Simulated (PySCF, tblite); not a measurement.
# C5H5F2O radical: geometry, infrared bands and EPR parameters

Aim: predict the infrared bands and EPR parameters of C5H5F2O radical (`CO[C@@H](F)[C]1C=C1F`).

The runs use tblite 0.8.0 and PySCF 2.14.0, with density-fitted response routines of our own; the level of theory stands in each step. All values are computed, except where a source is named. Atoms count from 0, in the outputs and in this text.

## (1) Starting geometry

13 atoms, charge 0, multiplicity 2; geometry from: force field or distance geometry start.

Bonds of the start (Å): C0–O1 1.36, O1–C2 1.39, C2–F3 1.36, C2–C4 1.48, C4–C5 1.49, C5–C6 1.33, C6–F7 1.36, C6–C4 1.50, C0–H8 1.11, C0–H9 1.10, C0–H10 1.11, C2–H11 1.13, C5–H12 1.09.

## (2) Geometry optimisation with GFN2-xTB

What the job is given:

```
{"job": {"kind": "relax", "xc": "GFN2-xTB", "basis": "xTB"}, "charge": 0, "multiplicity": 2}
C     -2.321800    -0.271400    -0.098600
O     -1.108600    -0.842500    -0.312700
C      0.005000    -0.077800     0.015400
F      0.641500    -0.681000     1.060500
C      0.955600     0.142100    -1.100400
C      2.125700     0.981700    -0.733600
C      2.355600    -0.326500    -0.850800
F      3.151400    -1.433800    -0.802900
H     -3.123100    -0.986600    -0.384600
H     -2.460300     0.720000    -0.565200
H     -2.472500    -0.096100     0.990200
H     -0.332100     0.929600     0.398000
H      2.579300     1.942800    -0.494100
```

Run with:

```bash
OMP_NUM_THREADS=1 python probes_run.py task.json out
```

One launch serves the whole session: the jobs run in the order shown.

Log:

```text
step      E/eV     max force
  0    -723.16959    2.526
  1    -723.43924    1.387
  2    -723.51858    0.968
  3    -723.54754    0.994
  4    -723.57017    0.469
  5    -723.58591    0.466
  6    -723.60414    0.321
  7    -723.61347    0.343
  8    -723.62984    0.314
  9    -723.64315    0.356
 10    -723.65558    0.332
 11    -723.66692    0.327
 12    -723.67925    0.343
 13    -723.68970    0.298
 14    -723.69690    0.220
 15    -723.70192    0.167
 16    -723.70622    0.162
 17    -723.71008    0.159
 18    -723.71328    0.115
 19    -723.71583    0.116
 20    -723.71794    0.117
 21    -723.71966    0.091
 22    -723.72112    0.106
 23    -723.72257    0.099
 24    -723.72427    0.122
 25    -723.72630    0.130
 26    -723.72857    0.147
 27    -723.73113    0.164
 28    -723.73445    0.174
 29    -723.73915    0.215
 30    -723.74538    0.262
 31    -723.75220    0.235
 32    -723.75845    0.267
 33    -723.76425    0.216
 34    -723.76975    0.169
 35    -723.77469    0.165
 36    -723.77644    0.268
 37    -723.77931    0.334
 38    -723.78311    0.141
 39    -723.78542    0.096
 40    -723.78753    0.084
 41    -723.78883    0.092
 42    -723.79043    0.088
 43    -723.79234    0.127
 44    -723.79482    0.110
 45    -723.79750    0.113
 46    -723.79959    0.106
 47    -723.80143    0.118
 48    -723.80352    0.151
 49    -723.80574    0.145
 50    -723.80786    0.115
 51    -723.81001    0.137
 52    -723.81247    0.131
 53    -723.81478    0.099
 54    -723.81627    0.094
 55    -723.81730    0.084
 56    -723.81835    0.125
 57    -723.81969    0.134
 58    -723.82117    0.121
 59    -723.82228    0.060
 60    -723.82281    0.052
 61    -723.82309    0.036
 62    -723.82330    0.036
 63    -723.82351    0.036
 64    -723.82374    0.034
 65    -723.82397    0.041
 66    -723.82420    0.034
 67    -723.82445    0.038
 68    -723.82476    0.049
 69    -723.82522    0.065
 70    -723.82590    0.078
 71    -723.82676    0.078
 72    -723.82752    0.056
 73    -723.82796    0.050
 74    -723.82821    0.041
 75    -723.82845    0.042
 76    -723.82874    0.048
 77    -723.82902    0.055
 78    -723.82925    0.061
 79    -723.82948    0.063
 80    -723.82993    0.060
 81    -723.83068    0.088
 82    -723.83166    0.095
 83    -723.83241    0.058
 84    -723.83273    0.041
 85    -723.83288    0.035
 86    -723.83304    0.055
 87    -723.83326    0.061
 88    -723.83361    0.046
 89    -723.83389    0.045
 90    -723.83418    0.044
 91    -723.83455    0.050
 92    -723.83511    0.070
 93    -723.83594    0.085
 94    -723.83700    0.114
 95    -723.83803    0.150
 96    -723.83777    0.152
 97    -723.83927    0.107
 98    -723.83994    0.113
 99    -723.84068    0.058
100    -723.84151    0.185
101    -723.84250    0.136
102    -723.84284    0.104
103    -723.84317    0.031
104    -723.84323    0.024
105    -723.84329    0.020
106    -723.84331    0.014
107    -723.84335    0.023
108    -723.84339    0.021
109    -723.84344    0.017
110    -723.84347    0.010
111    -723.84348    0.009
```

Run time: 0.57 s. Hardware: 1 thread of Arm Neoverse V1, shared host.

The steps of the relaxation: (not every step is listed)

```csv
step,energy from step 0 (eV),largest force (eV/Å)
0,0.0000,2.5257
1,-0.2697,1.3870
2,-0.3490,0.9681
3,-0.3780,0.9935
4,-0.4006,0.4685
5,-0.4163,0.4656
6,-0.4346,0.3215
7,-0.4439,0.3432
8,-0.4602,0.3136
17,-0.5405,0.1594
26,-0.5590,0.1465
35,-0.6051,0.1650
44,-0.6252,0.1105
53,-0.6452,0.0990
62,-0.6537,0.0356
71,-0.6572,0.0777
80,-0.6603,0.0599
89,-0.6643,0.0452
98,-0.6703,0.1126
106,-0.6737,0.0144
107,-0.6738,0.0228
108,-0.6738,0.0213
109,-0.6739,0.0173
110,-0.6739,0.0103
111,-0.6739,0.0094
```

Close pairs (by a distance rule), those that changed most:

```csv
bond,before (Å),after (Å),change (Å)
C4–C6,1.497,1.433,-0.064
C6–F7,1.364,1.303,-0.062
C2–F3,1.364,1.425,+0.060
C0–O1,1.358,1.417,+0.059
C5–H12,1.089,1.061,-0.028
O1–C2,1.390,1.363,-0.028
C0–H8,1.111,1.087,-0.025
C2–H11,1.129,1.106,-0.023
```

The final coordinates are the input of the step that follows.

## (3) Infrared spectrum with GFN2-xTB

What the job is given:

```
{"job": {"kind": "ir", "xc": "GFN2-xTB", "basis": "xTB"}, "charge": 0, "multiplicity": 2}
C     -2.245438    -0.564020     0.029594
O     -0.947433    -0.554808    -0.538597
C     -0.155304     0.476526    -0.131776
F      0.174547     0.304112     1.243274
C      1.092494     0.506646    -0.938845
C      2.510629     0.758890    -0.516737
C      2.179541    -0.424209    -1.011383
F      2.586779    -1.621175    -1.324672
H     -2.755447    -1.421170    -0.402381
H     -2.783554     0.356533    -0.220640
H     -2.195673    -0.670603     1.116426
H     -0.672700     1.453856    -0.145721
H      3.207170     1.399909    -0.037517
```

Log:

```text
mode    cm-1     km/mol
  1      29.3      2.96
  2      91.1      3.63
  3     117.4      5.07
  4     157.6      4.95
  5     184.4      4.05
  6     279.9      8.36
  7     360.8      3.39
  8     399.9      0.87
  9     469.1     13.98
 10     512.0     18.25
 11     584.6     35.18
 12     648.4     16.17
 13     703.7     32.17
 14     771.3    206.04
 15     868.6      4.90
 16     928.0     32.77
 17    1005.9     21.98
 18    1093.5    163.55
 19    1121.7     77.53
 20    1133.1     33.18
 21    1170.4     68.56
 22    1271.5     23.43
 23    1292.9     21.36
 24    1361.3     42.60
 25    1397.9      0.88
 26    1459.4      6.81
 27    1475.3      5.74
 28    1863.6    226.12
 29    2814.6     55.52
 30    2932.0     42.22
 31    2963.4     23.70
 32    3042.7     10.04
 33    3243.5      5.01
```

It took 0.32 s on 1 thread of Arm Neoverse V1, shared host.

The strongest bands and the atoms that carry them (share of the mass-weighted mode):

```csv
cm⁻¹,km/mol,atoms
771,206.0,"C2 72 %, F3 18 %"
1094,163.6,"C5 28 %, C6 26 %, F7 24 %"
1122,77.5,"O1 26 %, C0 19 %, H9 18 %, C2 11 %"
1170,68.6,"O1 26 %, H8 21 %, C2 20 %, C0 12 %"
1361,42.6,"C4 61 %, C6 16 %, C5 13 %"
1864,226.1,"C6 61 %, C5 22 %, C4 10 %"
2815,55.5,H11 94 %
2932,42.2,H9 89 %
```

## (4) EPR parameters: B3LYP/pcH-1

Same as in step 3 but for these lines:

```diff
@@ -1,2 +1,2 @@
-{"job": {"kind": "ir", "xc": "GFN2-xTB", "basis": "xTB"}, "charge": 0, "multiplicity": 2}
+{"job": {"kind": "epr", "basis": "pcH-1"}, "charge": 0, "multiplicity": 2}
 C     -2.245438    -0.564020     0.029594
```

Method: UKS B3LYP, pcH-1 on C F H O, non-relativistic, mean-field spin-orbit, GIAO.

Log:

```text
UKS, coarse grid
  cycle   1  E = -468.16664693  |g| = 6.09e-01
  cycle   2  E = -468.01773242  |g| = 9.30e-01
  cycle   3  E = -468.28987763  |g| = 6.20e-02
  cycle   4  E = -468.29094341  |g| = 3.94e-02
  cycle   5  E = -468.29168101  |g| = 1.34e-02
  cycle   6  E = -468.29176511  |g| = 5.16e-03
  cycle   7  E = -468.29178017  |g| = 2.46e-03
  cycle   8  E = -468.29178325  |g| = 1.15e-03
  cycle   9  E = -468.29178404  |g| = 2.99e-04
UKS, final grid
  cycle   1  E = -468.29176109  |g| = 3.77e-04
  cycle   2  E = -468.29176102  |g| = 5.95e-04
  cycle   3  E = -468.29176116  |g| = 7.77e-05
  cycle   4  E = -468.29176116  |g| = 3.65e-05
  cycle   5  E = -468.29176117  |g| = 2.51e-05
E = -468.29176117 Eh   <S^2> = 0.7570 (exact 0.7500)
g shifts (ppm)      1          2          3
  rmc          -175       -175       -175
  gc              7         28         26
  oz_so          76        309       1210
  total         -92        161       1061
hyperfine (MHz)  atom isotope    a_iso     a_fc   dipolar eigenvalues
    0   13C      -1.10      -1.10     -0.34     -0.30      0.64
    1   17O       0.62       0.62     -2.22      0.38      1.84
    2   13C     110.29     110.29     -7.41     -4.96     12.37
    3   19F     129.80     129.80    -80.79    -76.57    157.36
    4   13C     316.43     316.43    -61.77    -56.73    118.51
    5   13C      19.17      19.17    -26.78    -23.32     50.10
    6   13C     -27.98     -27.98    -12.47     -0.20     12.67
    7   19F     -12.88     -12.88    -23.40     -4.94     28.34
    8    1H      -0.04      -0.04     -0.87     -0.80      1.67
    9    1H       0.75       0.75     -1.16     -1.01      2.17
   10    1H       0.89       0.89     -1.12     -0.94      2.06
   11    1H       6.28       6.28     -7.12     -4.14     11.26
   12    1H     -26.08     -26.08    -14.10     -1.14     15.23
```

Wall time 53 s (1 thread of Arm Neoverse V1, shared host); peak memory 0.88 GiB.

Principal g values 2.00223, 2.00248, 2.00338; g(iso) = 2.00270, against 2.00232 for a free electron.

Mean a(iso) over the nuclei that a row names, and the largest dipolar term of the row (other rows stand at the frozen geometry):

```csv
nuclei,isotope,a(iso) (MHz),"a(iso) (G, at g = 2.0023)",largest dipolar term (MHz)
C4,13C,316.4,112.9,118.5
F3,19F,129.8,46.3,157.4
C2,13C,110.3,39.4,12.4
C6,13C,-28.0,-10.0,12.7
H12,1H,-26.1,-9.3,15.2
C5,13C,19.2,6.8,50.1
F7,19F,-12.9,-4.6,28.3
H11,1H,6.3,2.2,11.3
C0,13C,-1.1,-0.4,0.6
O1,17O,0.6,0.2,-2.2
"H8, H9, H10",1H,0.5,0.2,2.2
```

Mulliken spin populations:

C0 0.00; O1 0.00; C2 0.01; F3 0.03; C4 0.73; C5 0.28; C6 -0.04; F7 0.00; H8 0.00; H9 0.00; H10 0.00; H11 0.00; H12 -0.01

In first order the couplings over 0.8 MHz of 19F, 1H give 16 distinct lines over 62.5 G, if the averaged nuclei exchange fast.

The fields below are evaluated on a grid from the run's orbitals.

ELF in a plane through or near 8 of the atoms.

Values, 10 rows by 14 columns:
```
0.00 0.00 0.00 0.00 0.00 0.00 0.00 0.00 0.00 0.00 0.00 0.00 0.00 0.00
0.00 0.00 0.00 0.00 0.00 0.00 0.00 0.00 0.00 0.00 0.00 0.00 0.00 0.00
0.00 0.00 0.00 0.03 0.01 0.00 0.00 0.15 0.12 0.00 0.00 0.00 0.00 0.00
0.00 0.00 0.77 0.96 0.39 0.14 0.05 0.82 0.83 0.02 0.33 0.04 0.00 0.00
0.00 0.01 0.47 0.90 0.20 0.80 0.82 0.49 0.26 0.52 0.93 0.34 0.00 0.00
0.00 0.00 0.13 0.73 0.74 0.81 0.56 0.55 0.34 0.39 0.62 0.22 0.01 0.00
0.00 0.00 0.00 0.12 0.45 0.61 0.09 0.62 0.86 0.23 1.00 0.98 0.03 0.00
0.00 0.00 0.02 0.69 0.87 0.54 0.00 0.03 0.06 0.01 0.92 0.49 0.00 0.00
0.00 0.00 0.00 0.07 0.21 0.11 0.00 0.00 0.00 0.00 0.00 0.00 0.00 0.00
0.00 0.00 0.00 0.00 0.00 0.00 0.00 0.00 0.00 0.00 0.00 0.00 0.00 0.00
```
The map spans 11.8 Å across and 9.4 Å up, centred on the molecule. Atoms in the plane (x, y in Å): C0 (2.3, -0.3), O1 (1.0, -0.6), C2 (0.1, 0.5), C5 (-2.6, 0.4), C6 (-2.2, -0.9), F7 (-2.5, -2.1), H8 (2.9, -1.2), H12 (-3.3, 1.1).

On the surface of density 0.002 e/bohr³ the electrostatic potential runs, from the 1st to the 99th percentile, from -1.20 V near O1 to 1.44 V near H12.

The spin density lies nearest to C4 58 %; C5 19 %; C2, C6 about 6 % each.

## (5) Results

| quantity | value |
| --- | --- |
| strongest single infrared mode (GFN2-xTB) | 1864 cm⁻¹, 226 km/mol |
| zero-point energy (GFN2-xTB) | 54.0 kcal/mol |
| g(iso) (B3LYP) | 2.00270 |
| ⟨S²⟩ | 0.757 (exact 0.75) |
| largest a(iso) (averaged by class) | 13C on C4, 316.4 MHz |
| surface potential, 1st and 99th percentile | -1.20 V and 1.44 V |

In words: Over 111 steps the energy fell by 0.674 eV; of the close pairs, C4–C6 changed most, 1.497 to 1.433 Å. All 33 modes are real, so the xTB geometry is a minimum. The strongest single mode, at 1864 cm⁻¹, moves mainly C6. GFN2-xTB is a fitted tight-binding method: band positions and strengths are rough. Its intensities can rank the bands wrongly. The largest share of the spin, 0.73 e, sits on C4. The isotropic g lies 0.4 ppt above the free-electron value.
